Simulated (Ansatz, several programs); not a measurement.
NaCdI3 (cubic perovskite), relaxed with PBE in Ansatz (plane waves, PAW): the symmetry is Pm-3m (No. 221, cubic); conventional cell a = 5.962 Å, 42.39 Å³ an atom. Na is surrounded by 12 I at 4.22 Å; Cd is surrounded by 6 I at 2.98 Å; I is surrounded by 2 Cd at 2.98 Å and 4 Na at 4.22 Å. The cell was then scaled with its shape and fractional coordinates held. No spin polarisation and no zero-point or thermal motion; the cell was built from a prototype and may be hypothetical.

```
V (Å³/atom)  E (meV/atom)
     39.849         10.45
     42.393          0.00
     43.665          2.09
     44.937          8.00
```

(1) Pass a cubic E = c₀ + c₁u + c₂u² + c₃u³, with u = V − 42.711 Å³, through these points.

(2) Where is the minimum, and what bulk modulus follows?

(3) Predict the energy and the pressure at the withheld volume, 41.121 Å³.

## Answers

(1) c₀ = 0.12, c₁ = +0.821, c₂ = 1.364, c₃ = -0.0642 (meV and Å³).

(2) dE/du = 0 at u = -0.295, so V₀ = 42.42 Å³. B = V₀ d²E/dV² = 42.42 × (2c₂ + 6c₃u) = 42.42 × 2.842 = 121 meV/Å³, and 1 meV/Å³ is 0.16022 GPa: 19 GPa. A third-order Birch-Murnaghan fit to all five points gives 42.41 Å³ and 19 GPa.

(3) With u = -1.590: E ≈ 2.52 meV and P = −dE/dV ≈ +0.64 GPa. The run gives 2.48 meV and, from its stress, +0.64 GPa.
